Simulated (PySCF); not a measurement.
# C2H7NSi (SMILES C=N[SiH2]C): levels of theory compared

Wanted: a comparison of 5 runs (HF/3-21G, HF/cc-pVDZ, SVWN5/3-21G, B3LYP/6-31G*, wB97X/6-31G**) of C2H7NSi. 

The results are computed with PySCF 2.14.0.

### 1 Starting point

C2H7NSi has 11 atoms, charge 0, and is taken as a singlet. SMILES: `C=N[SiH2]C`. The coordinates come from a PBE0-D4/def2-TZVP relaxation. This is one conformer, not always the lowest.

Bond lengths: C1–N2 1.257 Å, N2–Si3 1.747 Å, Si3–C4 1.862 Å, C1–H5 1.097 Å, C1–H6 1.103 Å, Si3–H7 1.497 Å, Si3–H8 1.486 Å, C4–H9 1.092 Å, C4–H10 1.093 Å, C4–H11 1.092 Å. Some angles: C1–N2–Si3 124.0°, N2–Si3–C4 108.8°, N2–C1–H5 120.4°, N2–C1–H6 124.2°, N2–Si3–H7 110.9°, N2–Si3–H8 106.9°, C4–Si3–H7 110.6°, C4–Si3–H8 110.8°, Si3–C4–H9 110.4°, Si3–C4–H10 110.6°.

### 2 Energy and forces at HF/3-21G (run 1)

input.py reads:

```python
# C=N[SiH2]C
import pyscf.grad
from pyscf import gto, scf

mol = gto.M(
    atom='''
C     -0.763200     2.027200     0.389900
N     -0.749500     1.001600    -0.336400
Si    -0.379200    -0.602800     0.247400
C      1.068600    -1.271000    -0.713200
H     -0.997700     3.009000    -0.039500
H     -0.550300     2.023600     1.471900
H     -0.075100    -0.581600     1.713400
H     -1.590400    -1.434700     0.023400
H      0.849500    -1.270200    -1.783000
H      1.292800    -2.296000    -0.407900
H      1.959900    -0.662200    -0.545500
''',
    max_memory=1860,
    charge=0,
    verbose=3,
    basis='3-21g',
)

mf = scf.RHF(mol)
mf.conv_tol = 1e-10
mf.kernel()
if not mf.converged:
    mf = mf.newton().run(mf.mo_coeff, mf.mo_occ)

energy = mf.e_tot
print('E(%s) = %.9f' % ('HF', energy))
grad = mf.Gradients().kernel()
dip = mf.dip_moment()
pop, q = mf.mulliken_pop()
```

Run with:

```sh
$ OMP_NUM_THREADS=1 python input.py
```

The program printed:

```text
converged SCF energy = -420.904343976736
E(HF) = -420.904343977
--------------- RHF gradients ---------------
         x                y                z
0 C     0.0029614615    -0.0150302293     0.0027335954
1 N     0.0028124436    -0.0221876827    -0.0063147106
2 Si     0.0100593281     0.0202641278    -0.0067181892
3 C    -0.0152740962     0.0091503625     0.0084299883
4 H    -0.0028694075     0.0100436015    -0.0069350519
5 H     0.0023782406    -0.0015605995     0.0110652827
6 H    -0.0000070059    -0.0009574059    -0.0004108640
7 H    -0.0009607832     0.0010016060    -0.0010211647
8 H    -0.0019263836     0.0000751369    -0.0049810177
9 H    -0.0003555253    -0.0043134491     0.0023681216
10 H     0.0031817277     0.0035145317     0.0017840101
----------------------------------------------
Dipole moment(X, Y, Z, Debye):  0.79227,  0.31976,  1.32642
 ** Mulliken pop  **
pop of  0 C 1s            1.98675
pop of  0 C 2s            0.41165
pop of  0 C 3s            0.85339
pop of  0 C 2px           0.37194
pop of  0 C 2py           0.60288
pop of  0 C 2pz           0.57578
pop of  0 C 3px           0.51218
pop of  0 C 3py           0.32187
pop of  0 C 3pz           0.42875
pop of  1 N 1s            1.98867
pop of  1 N 2s            0.38121
pop of  1 N 3s            1.39828
pop of  1 N 2px           0.43770
pop of  1 N 2py           0.60182
pop of  1 N 2pz           0.71819
pop of  1 N 3px           0.67203
pop of  1 N 3py           0.66777
pop of  1 N 3pz           0.90880
pop of  2 Si 1s           1.99854
pop of  2 Si 2s           1.97229
pop of  2 Si 3s           0.68923
pop of  2 Si 4s           0.34181
pop of  2 Si 2px          1.95708
pop of  2 Si 2py          1.95429
pop of  2 Si 2pz          1.95640
pop of  2 Si 3px          0.52207
pop of  2 Si 3py          0.43893
pop of  2 Si 3pz          0.50360
pop of  2 Si 4px          0.13738
pop of  2 Si 4py          0.05662
pop of  2 Si 4pz          0.13749
pop of  3 C 1s            1.98781
pop of  3 C 2s            0.33794
pop of  3 C 3s            1.21524
pop of  3 C 2px           0.53939
pop of  3 C 2py           0.53534
pop of  3 C 2pz           0.53838
pop of  3 C 3px           0.67705
pop of  3 C 3py           0.61136
pop of  3 C 3pz           0.64390
pop of  4 H 1s            0.47745
pop of  4 H 2s            0.31549
pop of  5 H 1s            0.47618
pop of  5 H 2s            0.35281
pop of  6 H 1s            0.42947
pop of  6 H 2s            0.81881
pop of  7 H 1s            0.43178
pop of  7 H 2s            0.78914
pop of  8 H 1s            0.45417
pop of  8 H 2s            0.30812
pop of  9 H 1s            0.45648
pop of  9 H 2s            0.32326
pop of  10 H 1s           0.45609
pop of  10 H 2s           0.31894
 ** Mulliken atomic charges  **
charge of    0C =     -0.06519
charge of    1N =     -0.77447
charge of    2Si =      1.33425
charge of    3C =     -1.08641
charge of    4H =      0.20706
charge of    5H =      0.17102
charge of    6H =     -0.24828
charge of    7H =     -0.22092
charge of    8H =      0.23772
charge of    9H =      0.22026
charge of   10H =      0.22497
```

Run time: 3.3 s. Hardware: 1 thread of Intel Xeon at 2.70GHz, shared host; peak memory 0.12 GiB.

### 3 Energy and gradient at HF/cc-pVDZ (run 2)

mol.xyz reads:

```xyz
11
C2H7NSi
C     -0.763200     2.027200     0.389900
N     -0.749500     1.001600    -0.336400
Si    -0.379200    -0.602800     0.247400
C      1.068600    -1.271000    -0.713200
H     -0.997700     3.009000    -0.039500
H     -0.550300     2.023600     1.471900
H     -0.075100    -0.581600     1.713400
H     -1.590400    -1.434700     0.023400
H      0.849500    -1.270200    -1.783000
H      1.292800    -2.296000    -0.407900
H      1.959900    -0.662200    -0.545500
```

input.py reads:

```python
from pyscf import gto

system = gto.Mole()
system.atom = 'mol.xyz'
system.max_memory = 1860
system.basis = 'cc-pvdz'
system.verbose = 4
system.build()

mf = system.RHF()
mf.conv_tol = 1e-10
mf.kernel()
if not mf.converged:
    mf = mf.newton().run(mf.mo_coeff, mf.mo_occ)

e_tot = mf.e_tot
print('Final energy', e_tot)
grad = mf.nuc_grad_method().kernel()
dip = mf.dip_moment()
pop, q = mf.mulliken_pop()
```

Run with:

```sh
$ OMP_NUM_THREADS=1 python input.py
```

The program printed:

```text
PySCF version 2.14.0

[... 67 lines left out ...]
converged SCF energy = -423.19623091414
Final energy -423.19623091414013
[... 11 lines left out ...]
Dipole moment(X, Y, Z, Debye):  0.70044,  0.58150,  0.98978
[... 107 lines left out ...]
charge of   10H =      0.05027
```

Wall time 10 s (1 thread of Intel Xeon at 2.70GHz, shared host); peak memory 0.2 GiB.

### 4 Energy and forces at SVWN5/3-21G (run 3)

job.py reads:

```python
# C=N[SiH2]C
import pyscf.grad
from pyscf import gto, dft

mol = gto.M(
    atom='''
C     -1.442239     3.830853     0.736804
N     -1.416350     1.892750    -0.635704
Si    -0.716584    -1.139127     0.467518
C      2.019361    -2.401842    -1.347753
H     -1.885380     5.686186    -0.074644
H     -1.039916     3.824050     2.781488
H     -0.141918    -1.099065     3.237857
H     -3.005420    -2.711190     0.044220
H      1.605322    -2.400330    -3.369382
H      2.443038    -4.338811    -0.770819
H      3.703674    -1.251377    -1.030846
''',
    verbose=4,
    unit='bohr',
    max_memory=1860,
    charge=0,
    basis='3-21g',
)

calc0 = dft.RKS(mol, xc='svwn')
calc0.grids.level = 5
calc0.conv_tol = 1e-10
calc0.kernel()
if not calc0.converged:
    calc0 = calc0.newton().run(calc0.mo_coeff, calc0.mo_occ)

etot = calc0.e_tot
print('Final energy', etot)
grad = calc0.Gradients().kernel()
dip = calc0.dip_moment()
pop, q = calc0.mulliken_pop()
```

Run with:

```sh
$ OMP_NUM_THREADS=1 python job.py
```

The program printed:

```text
PySCF version 2.14.0

[... 81 lines left out ...]
converged SCF energy = -420.006369098889
Final energy -420.0063690988885
[... 12 lines left out ...]
Dipole moment(X, Y, Z, Debye):  0.87013,  0.00046,  0.85980
[... 66 lines left out ...]
charge of   10H =      0.24447
```

Run time: 8.4 s. Hardware: 1 thread of Intel Xeon at 2.70GHz, shared host; peak memory 0.31 GiB.

Run 4 isn't shown in full; the table further down has it.

### 5 Energy and forces at wB97X/6-31G(d,p) (spherical functions) (run 5)

job.py reads:

```python
# C=N[SiH2]C
import pyscf.grad
from pyscf import gto, dft

molecule = gto.M(
    atom='''
C     -1.442239     3.830853     0.736804
N     -1.416350     1.892750    -0.635704
Si    -0.716584    -1.139127     0.467518
C      2.019361    -2.401842    -1.347753
H     -1.885380     5.686186    -0.074644
H     -1.039916     3.824050     2.781488
H     -0.141918    -1.099065     3.237857
H     -3.005420    -2.711190     0.044220
H      1.605322    -2.400330    -3.369382
H      2.443038    -4.338811    -0.770819
H      3.703674    -1.251377    -1.030846
''',
    charge=0,
    max_memory=1860,
    verbose=3,
    basis='6-31g**',
    unit='bohr',
)

mf = dft.RKS(molecule, xc='wb97x')
mf.conv_tol = 1e-10
mf.grids.level = 5
mf.kernel()
if not mf.converged:
    mf = mf.newton().run(mf.mo_coeff, mf.mo_occ)

e_tot = mf.e_tot
print('E(%s) = %.9f' % ('WB97X', e_tot))
grad = mf.Gradients().kernel()
mf.analyze()
```

Run with:

```sh
$ OMP_NUM_THREADS=1 python job.py
```

The program printed:

```text
converged SCF energy = -424.60606328763
[... 16 lines left out ...]
MO #7   energy= -3.7335766627344   occ= 2
[... 10 lines left out ...]
MO #18  energy= -0.425495428101358 occ= 2
[... 10 lines left out ...]
MO #29  energy= 0.267096029681463  occ= 0
[... 10 lines left out ...]
MO #40  energy= 0.738093430128881  occ= 0
[... 10 lines left out ...]
MO #51  energy= 1.01192270428915   occ= 0
[... 10 lines left out ...]
MO #62  energy= 1.59644078056224   occ= 0
[... 10 lines left out ...]
MO #73  energy= 2.2338097702008    occ= 0
[... 10 lines left out ...]
MO #84  energy= 2.78620476404114   occ= 0
[... 10 lines left out ...]
MO #95  energy= 3.64626869051976   occ= 0
[... 12 lines left out ...]
Dipole moment(X, Y, Z, Debye):  0.76990,  0.32266,  0.91586
```

Run time: 59 s. Hardware: 1 thread of Intel Xeon at 2.70GHz, shared host; peak memory 0.97 GiB.

### 6 All runs side by side

```tsv
run	level	integration grid	energy (Eh)	dipole moment (D)	HOMO energy (eV)	LUMO energy (eV)	wall time
1	HF/3-21G	–	-420.904344	1.58	-10.20	4.00	3.3 s
2	HF/cc-pVDZ	–	-423.196231	1.34	-10.46	3.73	10 s
3	SVWN5/3-21G	5	-420.006369	1.22	-5.07	-1.50	8.4 s
4	B3LYP/6-31G* (spherical functions)	5	-424.663072	1.16	-6.59	-0.61	30 s
5	wB97X/6-31G** (spherical functions)	5	-424.606063	1.24	-9.27	1.94	59 s
```

### 7 What came out

```
                       quantity          value
            run 5: total energy  -424.60606 Eh
           run 5: dipole moment         1.24 D
             run 5: HOMO energy       -9.27 eV
             run 5: LUMO energy        1.94 eV
           run 5: HOMO–LUMO gap       11.21 eV
run 5: largest force on an atom     0.446 eV/Å
```

The dipole moment (its size) runs from 1.16 D (B3LYP/6-31G*) to 1.58 D (HF/3-21G). The two ends differ in method and basis. The HOMO–LUMO gap runs from 3.57 eV (SVWN5/3-21G) to 14.20 eV (HF/3-21G). Exact exchange widens orbital gaps. Totals of different functionals can't be ranked against each other. All runs together took 1.9 min, the longest 59 s.
